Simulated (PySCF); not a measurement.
# How the numerical set-up moves the result for Xe⁺

The method stays; parts of the set-up, such as the basis or the Hamiltonian, are changed.

Method: method and basis as typed in the scripts; program: PySCF 2.14.0.

6 further runs of the same task are left out: 1 for a known fault of the program, 5 that didn't finish.

## Step 1: The atom

Xe⁺: 1 atom, charge 1, spin multiplicity 2.

## Step 2: Base script

input.py reads:

```python
from pyscf import gto, dft

mol = gto.M(
    atom='Xe 0 0 0',
    basis='jorge-dzp-dkh',
    charge=1,
    spin=1,
    verbose=4,
)
mf = dft.UKS(mol, xc='pw91')
mf = mf.sfx2c1e()
mf = mf.newton()
mf.kernel()
mf.analyze()
print('orbital energies (hartree):', [e[max(0, n-3):n+3].round(4) for e, n in zip(mf.mo_energy, mol.nelec)])
```

The run is started by

```
OMP_NUM_THREADS=1 python input.py
```

Its log is not repeated here.

Base result: E(SCF) = -7440.118802 Eh, 3 macro-iterations, ⟨S²⟩ = 0.750.

## Step 3: Lanl2dz (core potential on, X2C off)

Variant 1 changes basis set: jorge-dzp-dkh → lanl2dz; core potential: off → on; spin-free X2C: on → off. The core potential changes with it: totals don't compare.

input.py reads:

```python
from pyscf import gto, dft

mol = gto.M(
    atom='Xe 0 0 0',
    basis='lanl2dz',
    ecp={'Xe': 'lanl2dz'},
    charge=1,
    spin=1,
    verbose=4,
)
mf = dft.UKS(mol, xc='pw91')
mf = mf.newton()
mf.kernel()
mf.mulliken_pop()
mf.dip_moment()
print('orbital energies (hartree):', [e[max(0, n-3):n+3].round(4) for e, n in zip(mf.mo_energy, mol.nelec)])
```

The run is started by

```
OMP_NUM_THREADS=1 python input.py
```

## Step 4: Integration grid 5

Variant 2 changes integration grid: default → 5.

input.py, as its differences from that of step 2:

```diff
@@ -11,2 +11,3 @@
 mf = mf.sfx2c1e()
+mf.grids.level = 5
 mf = mf.newton()
```

## Step 5: X2c-svpall

Variant 3 changes basis set: jorge-dzp-dkh → x2c-svpall.

input.py, as its differences from that of step 2:

```diff
@@ -4,3 +4,3 @@
     atom='Xe 0 0 0',
-    basis='jorge-dzp-dkh',
+    basis='x2c-svpall',
     charge=1,
```

## Step 6: Def2-svp (core potential on, X2C off)

Variant 4 changes basis set: jorge-dzp-dkh → def2-svp; core potential: off → on; spin-free X2C: on → off. The core potential changes with it: totals don't compare.

input.py reads:

```python
from pyscf import gto, dft

mol = gto.M(
    atom='Xe 0 0 0',
    basis='def2-svp',
    ecp={'Xe': 'def2-svp'},
    charge=1,
    spin=1,
    verbose=4,
)
mf = dft.UKS(mol, xc='pw91')
mf = mf.newton()
mf.kernel()
mf.mulliken_pop()
mf.dip_moment()
print('orbital energies (hartree):', [e[max(0, n-3):n+3].round(4) for e, n in zip(mf.mo_energy, mol.nelec)])
```

## Step 7: Spin-free X2C off

Variant 5 changes spin-free X2C: on → off.

input.py, as its differences from that of step 2:

```diff
@@ -10,3 +10,2 @@
 mf = dft.UKS(mol, xc='pw91')
-mf = mf.sfx2c1e()
 mf = mf.newton()
```

Before running it: what results should come out? Wanted: for each run, E(SCF); from base; gap, α spin.

As calculated:

| run | E(SCF) (hartree) | from base (eV) | cycles | gap, α spin (eV) | functions |
| --- | --- | --- | --- | --- | --- |
| base | -7440.118802 | 0 | 3 macro | 15.83 | 48 |
| lanl2dz (core potential on, X2C off) | -15.015917 | not comparable | 6 macro | 20.13 | 8 |
| integration grid 5 | -7440.119043 | -0.0066 | 3 macro | 15.83 | 48 |
| x2c-svpall | -7445.951285 | -158.7100 | 3 macro | 14.93 | 36 |
| def2-svp (core potential on, X2C off) | -329.004666 | not comparable | 4 macro | 13.32 | 50 |
| spin-free X2C off (poor choice) | -7152.238384 | not comparable | 2 macro | 15.84 | 48 |

**Reading.** Of the runs whose energies can be compared, “x2c-svpall” moves the SCF energy most (-158.710 eV). x2c-svpall (36 functions) gives an energy 158.71 eV lower than jorge-dzp-dkh (48); size alone doesn't order basis sets of different families. Rows marked «poor choice» come from settings spoiled on purpose.
